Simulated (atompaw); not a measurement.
# A PAW (atompaw) potential for germanium, from input to tests

Do these settings give a usable potential? It is generated, then checked for scattering, ghosts and hardness.

The numbers are computed with atompaw 4.2.0.5 (PBE, scalar-relativistic, spin-unpolarised reference atom).

## 1. Settings

The settings as typed:

| Property | Result |
| --- | --- |
| element | germanium (Ge, Z = 32) |
| type | PAW |
| frozen core | [Ar] 3d10 |
| valence charge | 4 |
| reference configuration | 4s1.5 4p2.5 |
| partial waves | 4s (bound): rc 2.15 bohr; 4s channel at 0.1 Ry: rc 2.15 bohr; 4p (bound): rc 2.05 bohr; 4p channel at 4.55 Ry: rc 2.15 bohr; 4d channel at 0.35 Ry: rc 2.15 bohr; 4d channel at 0.8 Ry: rc 2.15 bohr |
| local potential | vpsmatchnc scheme with l = 3 at 0.5 Ry, radius 2.15 bohr |
| core correction | smooth core density matched at 1.85 bohr |
| augmentation charge | sinc compensation charge, radius 2.10 bohr; PAW radius 2.15 bohr; waves and projectors: custom rrkj gramschmidtortho |

## 2. Generation

Contents of Ge.input:

```
Ge 32
GGA-PBE scalarrelativistic loggrid 1500 logderivrange -3 5 201
4 4 3 0 0 0
4 0 1.5
4 1 2.5
0 0 0
c
c
c
v
c
c
v
c
2
2.15 2.10 2.15 1.85
y
0.1
n
y
4.55
n
y
0.35
y
0.8
n
custom rrkj gramschmidtortho sinc
3 0.5 vpsmatchnc
2.15
2.15
2.05
2.15
2.15
2.15
PWSCFOUT
UPFDX 0.0125d0 UPFXMIN -7.d0 UPFZMESH 32.d0
END
```

Started as:

```console
$ atompaw < Ge.input > Ge.log
```

**Question.** What will these runs give? Wanted: cutoffs for 10 and 1 mRy, occupied levels; bound ghosts; largest phase difference near zero energy, channels read; lowest eigenvalue of the overlap; share of valence orbitals outside the PAW sphere; UPF file.

**Answer**, as computed:

| quantity | value |
| --- | --- |
| cutoffs for 10 and 1 mRy, occupied levels | 8 Ry and 12 Ry |
| bound ghosts | d at -14.38 eV |
| largest phase difference near zero energy, channels read | 0.022 rad |
| lowest eigenvalue of the overlap (Bessel basis) | 0.297 (s) |
| share of valence orbitals outside the PAW sphere | 4s 41 %, 4p 68 % |
| UPF file | written |

In words: It has a bound ghost (d), a state that the atom doesn't have, and that rules the file out. By its cutoff, 8 Ry for the looser tolerance, it is soft on the atom. The slowest occupied level is 4p: taken alone it needs 10 Ry to come within 1 mRy, against 6 Ry or less for 4s. Near zero energy the phases of the channels with partial waves agree within 0.022 rad. The pseudo curves have a pole with no partner nearby in the atom's: s at 1.95 Ry. At positive energy that is a spurious or a displaced resonance.
